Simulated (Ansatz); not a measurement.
# Nb2Te6Mo: the cost of one run

Computed with Ansatz 0.2.0 (DFT PBE, scalar-relativistic, plane waves, PAW, unless a step's input says otherwise).

2 further runs of the same task are left out: 1 that didn't finish, 1 set aside as unsound or not needed. Runs told in other sessions of the task aren't counted.

## (1) The system as given

It takes space group P-31m (No. 162, trigonal). Conventional cell: a = 6.268 Å, b = 6.268 Å, c = 7.839 Å, α = 90.00°, β = 90.00°, γ = 120.00°. Around Nb (site symmetry 32) lie 6 Te at 2.80 Å. Te (site symmetry m) has 1 Mo at 2.77 Å and 2 Nb at 2.80 Å in its first shell of neighbours. Mo (site symmetry -3m) is surrounded by 6 Te at 2.77 Å.

Structure file:

```xyz
9
Lattice="6.2677 0.0000 0.0000 -3.1339 5.4280 0.0000 0.0000 0.0000 7.8394" Properties=species:S:1:pos:R:3 pbc="T T T"
Nb    0.0000    3.6187    0.0000
Nb    3.1339    1.8093    0.0000
Te    4.2052    0.0000    5.9892
Te    1.0312    1.7861    5.9892
Te   -2.1026    3.6418    5.9892
Te    2.0625    0.0000    1.8502
Te   -1.0312    1.7861    1.8502
Te    2.1026    3.6418    1.8502
Mo    0.0000    0.0000    0.0000
```

The start is the relaxed end of an invented cell (made as: elements ordered on the sites of the NbTe2 type, Nb/Mo on Nb (P-31m, No. 162)), taken up again for a closer look.

## (2) The guess as it stands, on a coarse mesh

input.yaml

```yaml
crystal:
  lattice:
    - [6.2677079, 0.0, 0.0]
    - [-3.133854, 5.4279943, 0.0]
    - [0.0, 0.0, 7.8393761]
  atoms:
    - { symbol: Nb, position: [0.3333333, 0.6666667, 0.0] }
    - { symbol: Nb, position: [0.6666667, 0.3333333, 0.0] }
    - { symbol: Te, position: [0.670938, 0.0, 0.763983] }
    - { symbol: Te, position: [0.329062, 0.329062, 0.763983] }
    - { symbol: Te, position: [0.0, 0.670938, 0.763983] }
    - { symbol: Te, position: [0.329062, 0.0, 0.236017] }
    - { symbol: Te, position: [0.0, 0.329062, 0.236017] }
    - { symbol: Te, position: [0.670938, 0.670938, 0.236017] }
    - { symbol: Mo, position: [0.0, 0.0, 0.0] }
basis:
  ecutwfc: 420
kpoints:
  mp_grid: { grid: [3, 3, 2] }
hamiltonian:
  xc: pbe
scf:
  occupations: { method: gaussian, width: 0.1 }
  lower_state_search: "off"
output:
  forces: true
  stress: true
  eigenvalues: true
```

Run with:

```console
ansatz run input.yaml --threads 4 --pin off --max-ram 8192MiB --backend cpu --events-out ev --progress --plain --runs-dir out
```

Q: Estimate wall time and peak memory on 4 threads of Arm Neoverse V1, shared host.

About 2.3 s, with a peak of 0.83 GiB.
